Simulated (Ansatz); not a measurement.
# CH4AlFO2: small, medium and large basis sets

An exercise on one series of results from a longer session: the logs are not shown, and one member is left open.

The runs use Ansatz 0.2.0, Gaussian basis; one geometry, several basis sets.

Levels to be run: PBE0-D4/def2-SVP; ωB97M-V/def2-SVP; PBE0-D4/def2-QZVPP; ωB97M-V/def2-QZVPP; the functionals' def2-TZVPP values are taken from earlier runs.

**The geometry**

All runs share one geometry, relaxed beforehand with PBE0-D4 in a triple-zeta def2 set.

SMILES `[OH][AlH][O]CF`, 9 atoms, charge 0, spin multiplicity 1.

Atoms are counted from 1 here; the program's logs count them from 0.

Bond lengths: O1–Al2 1.687 Å, O1–H6 0.957 Å, Al2–O3 1.702 Å, Al2–H7 1.563 Å, O3–C4 1.353 Å, C4–F5 1.394 Å, C4–H8 1.096 Å, C4–H9 1.096 Å. Angles: Al2–O1–H6 120.9°, O1–Al2–O3 123.0°, O1–Al2–H7 120.5°, O3–Al2–H7 116.5°, Al2–O3–C4 135.5°, O3–C4–F5 110.9°, O3–C4–H8 111.1°, O3–C4–H9 111.2°, F5–C4–H8 106.2°, F5–C4–H9 106.2°, H8–C4–H9 110.9°.

The first run:

in.yaml

```yaml
crystal:
  periodic: [false, false, false]
  atoms:
    - {symbol: O, position_ang: [-0.166375, 0.846134, 2.039267]}
    - {symbol: Al, position_ang: [1.038192, 0.363021, 0.961908]}
    - {symbol: O, position_ang: [0.700671, -0.265941, -0.582851]}
    - {symbol: C, position_ang: [-0.419864, -0.527556, -1.294294]}
    - {symbol: F, position_ang: [-1.561057, -0.196582, -0.565842]}
    - {symbol: H, position_ang: [-1.092039, 0.776282, 1.804864]}
    - {symbol: H, position_ang: [2.546933, 0.481197, 1.353641]}
    - {symbol: H, position_ang: [-0.501961, -1.595783, -1.523734]}
    - {symbol: H, position_ang: [-0.456098, 0.072927, -2.210058]}
basis:
  gaussian: {orbitals: def2-SVP}
hamiltonian: {xc: pbe0, dispersion: d4}
output: {orbitals: {seedname: orbitals}}
```

Started as:

```
$ ansatz run in.yaml --threads 2 --pin off --events-out ev --progress --plain --max-ram 4352MiB
```

Steps of the session up to this table: PBE0-D4 in def2-SVP; ωB97M-V in def2-SVP; PBE0-D4 in def2-QZVPP; ωB97M-V in def2-QZVPP.

One table of the session follows, with a row left open; its other results are not shown here.

| functional | basis | HOMO (eV) | LUMO (eV) |
| --- | --- | --- | --- |
| PBE0-D4 | def2-SVP | -8.38 | -0.03 |
| PBE0-D4 | def2-TZVPP | ? | ? |
| PBE0-D4 | def2-QZVPP | -8.58 | -0.41 |
| ωB97M-V | def2-SVP | -10.79 | 1.66 |
| ωB97M-V | def2-TZVPP | -10.97 | 1.26 |
| ωB97M-V | def2-QZVPP | -11.01 | 0.80 |

Estimate the missing values for PBE0-D4, def2-TZVPP.

**Answer.** HOMO (eV): -8.54; LUMO (eV): -0.27. In the column «HOMO (eV)» it lies between PBE0-D4, def2-QZVPP (-8.58) and PBE0-D4, def2-SVP (-8.38).
